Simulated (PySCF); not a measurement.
# CH₃BF₂NP: geometry, coupled-cluster ionisations

The runs use PySCF 2.14.0, with density-fitted response routines of our own; the level of theory stands in each step. All values are computed, except where a source is named. Atoms are numbered from 0 throughout.

## 1. The starting structure

9 atoms, charge 0, multiplicity 1; geometry from: GFN2-xTB. The atoms were then displaced at random by about 0.01 Å, so the start is not that level's minimum.

Bonds of the start (Å): N0–C1 1.12, C1–B2 1.54, B2–P3 1.94, P3–F4 1.58, P3–F5 1.57, B2–H6 1.19, B2–H7 1.18, P3–H8 1.40.

## 2. Geometry optimisation at PBE0-D3(BJ)/def2-SVP

The job: settings as JSON, then the geometry in Å.

```
{"job": {"xc": "PBE0", "basis": "def2-SVP", "d3": "d3bj", "grid": 1, "shake": 0.01, "kind": "geom"}, "charge": 0, "multiplicity": 1}
N     -2.330120     1.237130     0.186460
C     -1.629020     0.381710     0.039720
B     -0.640520    -0.788260    -0.130590
P      1.001660     0.202350     0.149870
F      1.242800     1.226700    -1.029710
F      2.378340    -0.533910     0.038170
H     -0.723990    -1.594690     0.736350
H     -0.565690    -1.209520    -1.231210
H      1.324340     1.061340     1.207210
```

The run is started by

```sh
$ OMP_NUM_THREADS=1 python probes_run.py task.json out
```

This one command runs all jobs of the session in turn.

Q: Estimate the wall time and peak memory of this first job on 1 thread of Arm Neoverse V1, shared host.

About 44 s, with a peak of 0.42 GiB.
